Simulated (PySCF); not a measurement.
# BiB+: from the state search to spectroscopic constants

The task here is to estimate one member of a computed series from the others.

Program: PySCF 2.14.0. Level of theory: Bi aug-cc-pVDZ-PP with ECP60, B aug-cc-pVDZ, scalar-relativistic core potentials. These are calculated values, not measurements.

The first run:

Settings of the job:

```json
{
 "atoms": "Bi, B",
 "charge": "1",
 "basis": "Bi aug-cc-pVDZ-PP with ECP60, B aug-cc-pVDZ",
 "Hamiltonian": "scalar-relativistic core potentials",
 "basis functions": "55",
 "electrons treated": "27",
 "masses in u": "208.9804, 11.0093",
 "levels": "PBE0, PBE, r²SCAN, PBEsol, LDA, B2PLYP, LC-ωPBE, HF, MP2, SCS-MP2, CCSD, CCSD(T)",
 "grid": "80 radial by 434 angular points",
 "occupations": "held fixed by the projection of orbital angular momentum",
 "dissociation limit": "Bi+ + B, each in its ground configuration",
 "starting distance in angstrom": "2.375",
 "values of 2S to try": "1, 3"
}
```

Run with:

```console
$ OMP_NUM_THREADS=1 python dia.py task.json out
```

Among the steps run: The job; PBE0 along the bond; Other states along the same grid; PBE (GGA); r²SCAN (meta-GGA); PBEsol (GGA); LDA (local density); B2PLYP (double hybrid); LC-ωPBE (range-separated hybrid); UHF (mean field); MP2 and coupled cluster.

One table of the session follows, with a row left open; its other results are not shown here.

It belongs to the step «The curves together». Energy (eV) from each level's lowest point:

| R (Å) | UHF | UHF-MP2 | UHF-SCS-MP2 | UHF-CCSD | UHF-CCSD(T) |
| --- | --- | --- | --- | --- | --- |
| 1.967 | 0.936 | 0.750 | 0.848 | n/a | n/a |
| 2.058 | 0.493 | 0.310 | 0.388 | 0.468 | 0.462 |
| 2.150 | 0.235 | 0.085 | 0.136 | 0.193 | 0.184 |
| 2.218 | ? | ? | ? | ? | ? |
| 2.287 | 0.051 | 0.000 | 0.003 | 0.019 | 0.014 |
| 2.356 | 0.014 | 0.020 | 0.000 | 0.000 | 0.000 |
| 2.447 | 0.000 | 0.080 | 0.032 | 0.018 | 0.026 |
| 2.561 | 0.022 | 0.180 | 0.104 | 0.084 | 0.104 |
| 2.699 | 0.087 | 0.318 | 0.215 | 0.195 | 0.228 |
| 2.882 | 0.212 | 0.509 | 0.381 | n/a | n/a |

Estimate the missing values for R (Å) = 2.218.

Worked estimate for «UHF». A straight line through the neighbours (2.150, 0.235) and (2.287, 0.051) gives 0.235 + (0.051 − 0.235) × (2.218 − 2.150) / (2.287 − 2.150) = 0.144; a parabola fitted to 4 rows on both sides gives 0.118.

**Answer.** UHF: 0.120; UHF-MP2: 0.015; UHF-SCS-MP2: 0.042; UHF-CCSD: 0.078; UHF-CCSD(T): 0.070. In «UHF» the line misses by +0.024 and the parabola by -0.002.
